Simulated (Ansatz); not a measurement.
**HfN (doublet): the correlation ladder, def2-QZVPP**

An exercise on one series of results from a longer session: the logs are not shown, and one member is left open.

The runs use Ansatz 0.2.0, Gaussian basis; def2-QZVPP, core rule «outside noble gas», up to 5 orbitals frozen.

The runs, in order: UHF; ROHF; CCSD(T) on UHF.

2 further runs of the same task are left out: 2 set aside as unsound or not needed.

**The geometry**

The geometry is a PBE0/def2-TZVP stationary point (not a proven minimum). No spin-orbit coupling is included. Elements past krypton take def2 core potentials.

2 atoms, charge 0, spin multiplicity 2.

Atoms are counted from 1 here; the program's logs count them from 0.

Bond lengths: Hf1–N2 1.717 Å.

The first run:

The input, in.yaml:

```yaml
crystal:
  periodic: [false, false, false]
  atoms:
    - {symbol: Hf, position_ang: [0.000000, 0.000000, 0.000000]}
    - {symbol: N, position_ang: [0.000000, 0.000000, 1.716545]}
basis:
  gaussian: {orbitals: "def2-QZVPP.json"}
magnetization: {spin_polarized: true, initial_magnetization: 1}
hamiltonian: {xc: hf}
output: {orbitals: {seedname: orbitals}}
```

On the command line:

```console
ansatz run in.yaml --threads 1 --pin off --events-out ev --progress --plain --max-ram 4096MiB --backend cpu
```

Steps of the session up to this table: UHF; ROHF; CCSD(T) on UHF.

One of the session's tables, all rows but one given; the rest of the session is left out.

It belongs to the step «Misses and costs». 

```
  method  from UCCSD(T) (kcal/mol)
    ROHF                   +214.31
     UHF                   +210.35
    UMP2                     +6.43
   UCCSD                         ?
UCCSD(T)                         0
```

**Question.** Estimate the row for UCCSD.

**Answer.** from UCCSD(T) (kcal/mol): +14.87. In the column «from UCCSD(T) (kcal/mol)» it lies between UMP2 (+6.43) and UHF (+210.35).

Limits of these values: Warnings: spin contamination; coupled cluster took another determinant than the lowest.
